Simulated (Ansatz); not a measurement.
**CH3BFO with multiplicity 2: rotation by 120° about the C1–B2 bond**

Wanted: the energy profile along the rotation by 120° about the C1–B2 bond, from relaxed end points and a band of images. SMILES of the start: CB([O])F.

All numbers below are computed with Ansatz 0.2.0 (UHF/def2-SVP).

## 1. The system as given

Bond lengths: C1–B2 1.534 Å, B2–O3 1.436 Å, B2–F4 1.423 Å, C1–H5 1.097 Å, C1–H6 1.117 Å, C1–H7 1.138 Å. Angles: C1–B2–O3 119.5°, C1–B2–F4 121.2°, O3–B2–F4 119.2°, B2–C1–H5 113.7°, B2–C1–H6 114.0°, B2–C1–H7 110.1°, H5–C1–H6 107.9°, H5–C1–H7 105.2°, H6–C1–H7 105.1°.

Structure file:

```xyz
7

C    -0.1113    0.6497   -0.1189
B     0.1674   -0.8354    0.1443
O     0.7347   -1.2354    1.4013
F    -0.0440   -1.8153   -0.8663
H     0.1296    1.3016    0.7302
H     0.4054    1.0559   -1.0219
H    -1.2205    0.8109   -0.3143
```

## 2. End point A

Contents of input.yaml:

```yaml
crystal:
  periodic: [false, false, false]
  atoms:
    - { symbol: C, position_ang: [-0.1113, 0.6497, -0.1189] }
    - { symbol: B, position_ang: [0.1674, -0.8354, 0.1443] }
    - { symbol: O, position_ang: [0.7347, -1.2354, 1.4013] }
    - { symbol: F, position_ang: [-0.044, -1.8153, -0.8663] }
    - { symbol: H, position_ang: [0.1296, 1.3016, 0.7302] }
    - { symbol: H, position_ang: [0.4054, 1.0559, -1.0219] }
    - { symbol: H, position_ang: [-1.2205, 0.8109, -0.3143] }
magnetization:
  spin_polarized: true
  initial_magnetization: 1
basis:
  gaussian: { orbitals: def2-SVP }
hamiltonian:
  xc: hf
relax:
  f_tol: 0.015
  max_steps: 40
output:
  orbitals: {}
```

Command:

```bash
$ ansatz run input.yaml --threads 1 --pin off --max-ram 2048MiB --backend cpu --events-out ev --progress --plain --runs-dir out
```

The log of the run, shortened:

```text
Warning: RAYON_NUM_THREADS=1 ignored (pool sized by the plan → 1); use --threads N
[...]
Functional definition: HF
[...]
771 factors; integrals over basis functions are off by at most 3.6e-4 eV
[...]
mean field -6489.34331932 eV, -238.4789683500 hartree, gradient 2.3e-5 eV, S^2 0.757392; 2 other end points of the search recorded, 0 dependent functions left out
[...]
reference -6489.34331932 eV, -238.4789683500 hartree; 16, 15 occupied and 55, 56 virtual orbitals, 771 factors
relax step   1: F+E_penalty+E_count = -6489.34331932 eV  Δ(F+E_penalty+E_count) = +0.000e0 eV  max|allowed force component| = 3.516e0 eV/Å  Δτ_max = 0.0000 Å  (151 SCF iters, accepted)
[...]
relax step   3: F+E_penalty+E_count = -6489.74642464 eV  Δ(F+E_penalty+E_count) = -2.820e-1 eV  max|allowed force component| = 9.578e-1 eV/Å  Δτ_max = 0.1331 Å  (68 SCF iters, accepted)
[...]
relax step   5: F+E_penalty+E_count = -6489.81001293 eV  Δ(F+E_penalty+E_count) = -2.071e-2 eV  max|allowed force component| = 1.319e-1 eV/Å  Δτ_max = 0.0431 Å  (66 SCF iters, accepted)
[...]
relax step   7: F+E_penalty+E_count = -6489.81340562 eV  Δ(F+E_penalty+E_count) = -6.121e-4 eV  max|allowed force component| = 2.882e-2 eV/Å  Δτ_max = 0.0288 Å  (65 SCF iters, accepted)
[...]
relax step   9: F+E_penalty+E_count = -6489.80829130 eV  Δ(F+E_penalty+E_count) = +5.246e-3 eV  max|allowed force component| = 5.459e-1 eV/Å  Δτ_max = 0.0229 Å  (69 SCF iters, rejected (line search))
[...]
relax step  10: F+E_penalty+E_count = -6489.81371840 eV  Δ(F+E_penalty+E_count) = -1.814e-4 eV  max|allowed force component| = 4.123e-3 eV/Å  Δτ_max = 0.0061 Å  (68 SCF iters, accepted)
771 factors; integrals over basis functions are off by at most 3.3e-4 eV
[...]
mean field -6489.81371840 eV, -238.4962551975 hartree, gradient 1.2e-5 eV, S^2 0.756961; 3 other end points of the search recorded, 0 dependent functions left out
[...]
reference -6489.81371840 eV, -238.4962551975 hartree; 16, 15 occupied and 55, 56 virtual orbitals, 771 factors
Total energy: -6489.81371840 eV, -238.4962551975 hartree
Atom 0 at    -0.134360     0.675294    -0.114602 Å, force     0.000223     0.000696     0.000109 eV/Å
Atom 1 at     0.186951    -0.840870     0.133524 Å, force    -0.000461     0.004124     0.000513 eV/Å
Atom 2 at     0.718297    -1.259145     1.303887 Å, force     0.000552     0.000864     0.000399 eV/Å
Atom 3 at    -0.042676    -1.769818    -0.773830 Å, force    -0.000906    -0.001769    -0.001545 eV/Å
Atom 4 at     0.123613     1.312973     0.730254 Å, force     0.000153    -0.001982     0.000766 eV/Å
Atom 5 at     0.409490     1.023145    -0.996430 Å, force     0.000293    -0.000860     0.000177 eV/Å
Atom 6 at    -1.200015     0.790420    -0.328405 Å, force     0.000146    -0.001072    -0.000421 eV/Å
Dipole moment:    -0.077177     0.339418    -0.068218 e Å
```

Wall time 17 s (1 thread of Arm Neoverse V2, shared host); peak memory 0.15 GiB.

Relaxation path:

```tsv
step	energy from step 1 (eV)	largest force component (eV/Å)
1	0.0000	3.5164
2	-0.1211	2.7280
3	-0.4031	0.9578
4	-0.4460	0.4859
5	-0.4667	0.1319
6	-0.4695	0.0985
7	-0.4701	0.0288
8	-0.4702	0.0674
9x	-0.4650	0.5459
10	-0.4704	0.0041
```

Step 1 is the start. 1 step was tried and not accepted (marked x).

After: Bond lengths: C1–B2 1.570 Å, B2–O3 1.352 Å, B2–F4 1.319 Å, C1–H5 1.089 Å, C1–H6 1.093 Å, C1–H7 1.093 Å. Angles: C1–B2–O3 121.1°, C1–B2–F4 122.4°, O3–B2–F4 116.5°, B2–C1–H5 113.2°, B2–C1–H6 109.5°, B2–C1–H7 109.4°, H5–C1–H6 108.8°, H5–C1–H7 108.7°, H6–C1–H7 107.1°.

## 3. Relaxing end B

The second end starts from a geometry with the move made by hand.

Changes to input.yaml since step 2:

```diff
@@ -5,4 +5,4 @@
     - { symbol: B, position_ang: [0.1674, -0.8354, 0.1443] }
-    - { symbol: O, position_ang: [0.7347, -1.2354, 1.4013] }
-    - { symbol: F, position_ang: [-0.044, -1.8153, -0.8663] }
+    - { symbol: O, position_ang: [-0.9184, -1.77443, 0.11031] }
+    - { symbol: F, position_ang: [1.46702, -1.2882, 0.50783] }
     - { symbol: H, position_ang: [0.1296, 1.3016, 0.7302] }
```

Command:

```bash
$ ansatz run input.yaml --threads 1 --pin off --max-ram 2048MiB --backend cpu --events-out ev --progress --plain --runs-dir out
```

The log of the run, shortened:

```text
Warning: RAYON_NUM_THREADS=1 ignored (pool sized by the plan → 1); use --threads N
[...]
[... 1 set-up line as earlier in the session ...]
[...]
771 factors; integrals over basis functions are off by at most 3.7e-4 eV
[...]
mean field -6489.32346851 eV, -238.4782388464 hartree, gradient 2.6e-5 eV, S^2 0.757385; 2 other end points of the search recorded, 0 dependent functions left out
[...]
reference -6489.32346851 eV, -238.4782388464 hartree; 16, 15 occupied and 55, 56 virtual orbitals, 771 factors
relax step   1: F+E_penalty+E_count = -6489.32346851 eV  Δ(F+E_penalty+E_count) = +0.000e0 eV  max|allowed force component| = 3.674e0 eV/Å  Δτ_max = 0.0000 Å  (159 SCF iters, accepted)
[...]
relax step   3: F+E_penalty+E_count = -6489.74567875 eV  Δ(F+E_penalty+E_count) = -1.907e-1 eV  max|allowed force component| = 9.413e-1 eV/Å  Δτ_max = 0.0952 Å  (66 SCF iters, accepted)
[...]
mean field -6489.81368923 eV, -238.4962541255 hartree, gradient 1.2e-5 eV, S^2 0.756961; 3 other end points of the search recorded, 0 dependent functions left out
[...]
reference -6489.81368923 eV, -238.4962541255 hartree; 16, 15 occupied and 55, 56 virtual orbitals, 771 factors
Total energy: -6489.81368923 eV, -238.4962541255 hartree
Atom 0 at    -0.159461     0.668337    -0.126774 Å, force    -0.004329     0.002756    -0.001274 eV/Å
Atom 1 at     0.159294    -0.840166     0.166912 Å, force     0.000689    -0.003056     0.000551 eV/Å
Atom 2 at    -0.813000    -1.778525     0.130235 Å, force     0.000495     0.002626     0.000850 eV/Å
Atom 3 at     1.374067    -1.262984     0.458127 Å, force    -0.001798     0.002940    -0.001963 eV/Å
Atom 4 at     0.149110     1.279361     0.725133 Å, force     0.001151    -0.001970    -0.001129 eV/Å
Atom 5 at     0.423684     1.001173    -0.989306 Å, force     0.001912    -0.001085     0.003112 eV/Å
Atom 6 at    -1.214474     0.852874    -0.326788 Å, force     0.001879    -0.002210    -0.000148 eV/Å
Dipole moment:    -0.059127     0.343983    -0.064775 e Å
```

It took 17 s on 1 thread of Arm Neoverse V2, shared host; peak memory 0.24 GiB.

The steps of the relaxation:

```tsv
step	energy from step 1 (eV)	largest force component (eV/Å)
1	0.0000	3.6739
2	-0.2315	2.5093
3	-0.4222	0.9413
4	-0.4634	0.5552
5	-0.4856	0.0939
6	-0.4893	0.0519
7	-0.4896	0.1044
8x	-0.4888	0.2503
9	-0.4901	0.0331
10	-0.4902	0.0043
```

Step 1 is the start. 1 step was tried and not accepted (marked x).

After: Bond lengths: C1–B2 1.570 Å, B2–O3 1.352 Å, B2–F4 1.319 Å, C1–H5 1.093 Å, C1–H6 1.093 Å, C1–H7 1.090 Å. Angles: C1–B2–O3 121.1°, C1–B2–F4 122.4°, O3–B2–F4 116.5°, B2–C1–H5 109.5°, B2–C1–H6 109.4°, B2–C1–H7 113.2°, H5–C1–H6 107.1°, H5–C1–H7 108.8°, H6–C1–H7 108.7°.

## 4. Nudged elastic band

crystal.atoms is end A as relaxed above, and neb.final_atoms is end B, turned to lie on A. With 5 inner images the band has 7 in all. The start path is listed, through a guess of the saddle.

Contents of input.yaml:

```yaml
crystal:
  periodic: [false, false, false]
  atoms:
    - { symbol: C, position_ang: [-0.13436, 0.675294, -0.114602] }
    - { symbol: B, position_ang: [0.186951, -0.84087, 0.133524] }
    - { symbol: O, position_ang: [0.718297, -1.259145, 1.303887] }
    - { symbol: F, position_ang: [-0.042676, -1.769818, -0.77383] }
    - { symbol: H, position_ang: [0.123613, 1.312973, 0.730254] }
    - { symbol: H, position_ang: [0.40949, 1.023145, -0.99643] }
    - { symbol: H, position_ang: [-1.200015, 0.79042, -0.328405] }
magnetization:
  spin_polarized: true
  initial_magnetization: 1
basis:
  gaussian: { orbitals: def2-SVP }
hamiltonian:
  xc: hf
neb:
  order_check: false
  images: 5
  f_tol: 0.03
  max_iterations: 60
  final_atoms:
    - { symbol: C, position_ang: [-0.15853936, 0.66904336, -0.11924485] }
    - { symbol: B, position_ang: [0.20686796, -0.83549152, 0.13822323] }
    - { symbol: O, position_ang: [-0.49465607, -1.58273568, 1.01953398] }
    - { symbol: F, position_ang: [1.20077168, -1.43876722, -0.48424645] }
    - { symbol: H, position_ang: [0.71395259, 1.29608957, 0.08046189] }
    - { symbol: H, position_ang: [-0.41759774, 0.80441673, -1.17250747] }
    - { symbol: H, position_ang: [-0.98949906, 1.01944376, 0.49217766] }
  initial_path:
    images:
      - { positions_ang: [[-0.13436, 0.675294, -0.114602], [0.186951, -0.84087, 0.133524], [0.718297, -1.259145, 1.303887], [-0.042676, -1.769818, -0.77383], [0.123613, 1.312973, 0.730254], [0.40949, 1.023145, -0.99643], [-1.200015, 0.79042, -0.328405]] }
      - { positions_ang: [[-0.1265013, 0.66606175, -0.12027697], [0.18195825, -0.83987122, 0.13070701], [0.50234231, -1.29125125, 1.35612841], [0.17761379, -1.74472699, -0.8227174], [0.25973648, 1.31714945, 0.63481449], [0.25734653, 0.99646534, -1.06655143], [-1.19119607, 0.82817192, -0.15770611]] }
      - { positions_ang: [[-0.11864259, 0.65682949, -0.12595194], [0.17696551, -0.83887243, 0.12789003], [0.28638761, -1.3233575, 1.40836983], [0.39790359, -1.71963597, -0.87160481], [0.39585995, 1.3213259, 0.53937498], [0.10520306, 0.96978567, -1.13667286], [-1.18237713, 0.86592384, 0.01299277]] }
      - { positions_ang: [[-0.11078389, 0.64759724, -0.13162691], [0.17197276, -0.83787365, 0.12507304], [0.07043292, -1.35546375, 1.46061124], [0.61819338, -1.69454496, -0.92049221], [0.53198343, 1.32550235, 0.44393547], [-0.04694041, 0.94310601, -1.2067943], [-1.1735582, 0.90367576, 0.18369166]] }
      - { positions_ang: [[-0.12670238, 0.65474594, -0.12749956], [0.18360449, -0.83707961, 0.12945644], [-0.11793008, -1.43122106, 1.31358549], [0.81238615, -1.60928571, -0.77507696], [0.59263982, 1.31569809, 0.32277761], [-0.17049285, 0.89687625, -1.19536535], [-1.11220515, 0.9422651, 0.28652033]] }
      - { positions_ang: [[-0.14262087, 0.66189465, -0.1233722], [0.19523623, -0.83628556, 0.13383984], [-0.30629307, -1.50697837, 1.16655973], [1.00657892, -1.52402646, -0.6296617], [0.6532962, 1.30589383, 0.20161975], [-0.2940453, 0.85064649, -1.18393641], [-1.0508521, 0.98085443, 0.389349]] }
      - { positions_ang: [[-0.15853936, 0.66904336, -0.11924485], [0.20686796, -0.83549152, 0.13822323], [-0.49465607, -1.58273568, 1.01953398], [1.20077168, -1.43876722, -0.48424645], [0.71395259, 1.29608957, 0.08046189], [-0.41759774, 0.80441673, -1.17250747], [-0.98949906, 1.01944376, 0.49217766]] }
```

Command:

```bash
$ ansatz run input.yaml --threads 1 --pin off --max-ram 2048MiB --backend cpu --events-out ev --progress --plain --runs-dir out
```

The log of the run, shortened:

```text
Warning: RAYON_NUM_THREADS=1 ignored (pool sized by the plan → 1); use --threads N
[...]
[... 1 set-up line as earlier in the session ...]
[...]
773 factors; integrals over basis functions are off by at most 2.8e-4 eV
[...]
mean field -6489.81372403 eV, -238.4962554043 hartree, gradient 3.8e-5 eV, S^2 0.756962; 2 other end points of the search recorded, 0 dependent functions left out
[...]
reference -6489.81372403 eV, -238.4962554043 hartree; 16, 15 occupied and 55, 56 virtual orbitals, 773 factors
773 factors; integrals over basis functions are off by at most 4.0e-4 eV
[...]
mean field -6489.81369261 eV, -238.4962542497 hartree, gradient 4.7e-5 eV, S^2 0.756961; 2 other end points of the search recorded, 0 dependent functions left out
[...]
reference -6489.81369261 eV, -238.4962542497 hartree; 16, 15 occupied and 55, 56 virtual orbitals, 773 factors
[...]
NEB iter   7: max|band force component| = 1.071e-2 eV/Å  barrier→ = 0.0246 eV  barrier← = 0.0246 eV  CI = image 3  Δτ_max = 0.0000 Å  (1198 SCF iters)
Total energy: -6489.78909490 eV, -238.4953503005 hartree
Atom 0 at    -0.139365     0.672251    -0.135746 Å, force    -0.009943     0.005362    -0.001248 eV/Å
Atom 1 at     0.193909    -0.842911     0.120792 Å, force    -0.002036     0.000639     0.001207 eV/Å
Atom 2 at     0.099823    -1.363100     1.366572 Å, force    -0.003074     0.003581     0.006737 eV/Å
Atom 3 at     0.574541    -1.674432    -0.828150 Å, force     0.004676    -0.007715    -0.010420 eV/Å
Atom 4 at     0.522713     1.314766     0.449251 Å, force     0.001827     0.001771    -0.000801 eV/Å
Atom 5 at    -0.027847     0.924752    -1.190303 Å, force     0.001574     0.000950     0.003317 eV/Å
Atom 6 at    -1.162473     0.900673     0.171982 Å, force     0.006975    -0.004587     0.001208 eV/Å
Dipole moment:    -0.075592     0.346045    -0.060665 e Å
this run last wrote the band of iteration 7 to <dir>
```

It took 47 s on 1 thread of Arm Neoverse V2, shared host; peak memory 0.25 GiB.

## 5. Images and barrier

Images 0 and 6 are the ends. Energies count from image 0; the path length is the program's own measure over all atoms.

```tsv
image	path (Å)	energy (eV)	dihedral H5–C1–B2–F4 (°)	band force (eV/Å)
0	0.000	0.0000	-179	-
1	0.417	0.0061	-161	0.003
2	0.834	0.0185	-141	0.006
3*	1.251	0.0246	-120	0.011
4	1.671	0.0174	-98	0.005
5	2.090	0.0050	-77	0.004
6	2.509	0.0000	-57	-
```

The star marks the climbing image.

image, energy (eV) and a bar:
```
        0      0.000 
        1      0.006 #######
        2      0.019 #######################
        3      0.025 ##############################
        4      0.017 #####################
        5      0.005 ######
        6      0.000
```

The top of the band by iteration:

```tsv
iteration	highest image above image 0 (eV)	largest band force (eV/Å)
1	0.4979	3.402
2	0.2708	2.373
3	0.1750	2.087
4	0.0366	0.848
5	0.0295	0.507
6	0.0248	0.060
7	0.0246	0.011
```

Positions of all images (Å):

```xyz
7
image=0 dE=0.0000
C    -0.134    0.675   -0.115
B     0.187   -0.841    0.134
O     0.718   -1.259    1.304
F    -0.043   -1.770   -0.774
H     0.124    1.313    0.730
H     0.409    1.023   -0.996
H    -1.200    0.790   -0.328
7
image=1 dE=0.0061
C    -0.125    0.676   -0.123
B     0.195   -0.840    0.128
O     0.506   -1.288    1.366
F     0.158   -1.745   -0.830
H     0.264    1.326    0.661
H     0.275    0.995   -1.086
H    -1.211    0.807   -0.161
7
image=2 dE=0.0185
C    -0.128    0.675   -0.131
B     0.197   -0.841    0.123
O     0.297   -1.320    1.385
F     0.369   -1.717   -0.847
H     0.398    1.327    0.568
H     0.129    0.963   -1.151
H    -1.200    0.845    0.008
7
image=3 dE=0.0246
C    -0.139    0.672   -0.136
B     0.194   -0.843    0.121
O     0.100   -1.363    1.367
F     0.575   -1.674   -0.828
H     0.523    1.315    0.449
H    -0.028    0.925   -1.190
H    -1.162    0.901    0.172
7
image=4 dE=0.0174
C    -0.155    0.668   -0.135
B     0.195   -0.842    0.123
O    -0.113   -1.426    1.304
F     0.809   -1.603   -0.761
H     0.606    1.300    0.332
H    -0.164    0.889   -1.203
H    -1.117    0.946    0.296
7
image=5 dE=0.0050
C    -0.162    0.667   -0.129
B     0.198   -0.839    0.129
O    -0.317   -1.504    1.188
F     1.023   -1.517   -0.645
H     0.670    1.292    0.209
H    -0.291    0.848   -1.197
H    -1.060    0.985    0.400
7
image=6 dE=0.0000
C    -0.159    0.669   -0.119
B     0.207   -0.835    0.138
O    -0.495   -1.583    1.020
F     1.201   -1.439   -0.484
H     0.714    1.296    0.080
H    -0.418    0.804   -1.173
H    -0.989    1.019    0.492
```

## 6. Vibrations at the top

The geometry is the highest inner image of the first converged band.

Contents of input.yaml:

```yaml
crystal:
  periodic: [false, false, false]
  atoms:
    - { symbol: C, position_ang: [-0.139365, 0.672251, -0.135746] }
    - { symbol: B, position_ang: [0.193909, -0.842911, 0.120792] }
    - { symbol: O, position_ang: [0.099823, -1.3631, 1.366572] }
    - { symbol: F, position_ang: [0.574541, -1.674432, -0.82815] }
    - { symbol: H, position_ang: [0.522713, 1.314766, 0.449251] }
    - { symbol: H, position_ang: [-0.027847, 0.924752, -1.190303] }
    - { symbol: H, position_ang: [-1.162473, 0.900673, 0.171982] }
magnetization:
  spin_polarized: true
  initial_magnetization: 1
basis:
  gaussian: { orbitals: def2-SVP }
hamiltonian:
  xc: hf
phonons: {}
```

Command:

```bash
$ ansatz run input.yaml --threads 1 --pin off --max-ram 2048MiB --backend cpu --events-out ev --progress --plain --runs-dir out
```

The log of the run, shortened:

```text
Warning: RAYON_NUM_THREADS=1 ignored (pool sized by the plan → 1); use --threads N
[...]
[... 1 set-up line as earlier in the session ...]
[...]
772 factors; integrals over basis functions are off by at most 3.8e-4 eV
[...]
mean field -6489.78909343 eV, -238.4953502464 hartree, gradient 4.0e-5 eV, S^2 0.756803; 2 other end points of the search recorded, 0 dependent functions left out
[...]
reference -6489.78909343 eV, -238.4953502464 hartree; 16, 15 occupied and 55, 56 virtual orbitals, 772 factors
[...]
772 factors; integrals over basis functions are off by at most 3.8e-4 eV
mean field -6489.78889775 eV, -238.4953430554 hartree, gradient 4.5e-6 eV, S^2 0.756800; 0 other end points of the search recorded, 0 dependent functions left out
[...]
reference -6489.78889775 eV, -238.4953430554 hartree; 16, 15 occupied and 55, 56 virtual orbitals, 772 factors
[...]
772 factors; integrals over basis functions are off by at most 3.8e-4 eV
[...]
WARN: phonons: modes at or below zero, which the zero-point energy, F, S and C_V leave out: 1, the lowest at -102.77 cm⁻¹. A minimum has none, and a first-order saddle one
Total energy: -6489.78909343 eV, -238.4953502464 hartree
Atom 0 at    -0.139365     0.672251    -0.135746 Å, force    -0.009929     0.005348    -0.001264 eV/Å
Atom 1 at     0.193909    -0.842911     0.120792 Å, force    -0.002044     0.000641     0.001239 eV/Å
Atom 2 at     0.099823    -1.363100     1.366572 Å, force    -0.003073     0.003584     0.006729 eV/Å
Atom 3 at     0.574541    -1.674432    -0.828150 Å, force     0.004680    -0.007719    -0.010434 eV/Å
Atom 4 at     0.522713     1.314766     0.449251 Å, force     0.001832     0.001775    -0.000796 eV/Å
Atom 5 at    -0.027847     0.924752    -1.190303 Å, force     0.001570     0.000954     0.003316 eV/Å
Atom 6 at    -1.162473     0.900673     0.171982 Å, force     0.006963    -0.004583     0.001211 eV/Å
Dipole moment:    -0.075592     0.346046    -0.060665 e Å
Vibrations: -102.77 339.82 461.19 510.54 810.56 921.94 986.24 1332.65 1476.53 1488.96 1561.58 1568.67 3180.96 3260.49 3285.53 cm⁻¹, zero-point energy 1.313344 eV
```

It took 30 s on 1 thread of Arm Neoverse V2, shared host; peak memory 0.25 GiB.

Of 15 modes, 1 is imaginary by more than 30 cm⁻¹ (103i cm⁻¹).

## 7. What came out

| quantity | value |
| --- | --- |
| end A | 8 moves, 0.470 eV lower |
| end B | 8 moves, 0.490 eV lower |
| barrier forwards | 0.025 eV |
| barrier backwards | 0.025 eV |
| second end relative to first | 0.000 eV |
| highest image | 3 of 0 to 6, climbing |
| band iterations | 7 |
| imaginary modes at the top | 103i cm⁻¹ |

In words: The barrier from the first end is 0.025 eV, 1.0 times kT at 300 K. The two ends lie within 1 meV of each other. The listed dihedral goes from -179° at end A through -120° at the highest image to -57° at end B. One imaginary mode, as a first-order saddle point has. These are electronic energies, with no zero-point or thermal terms.
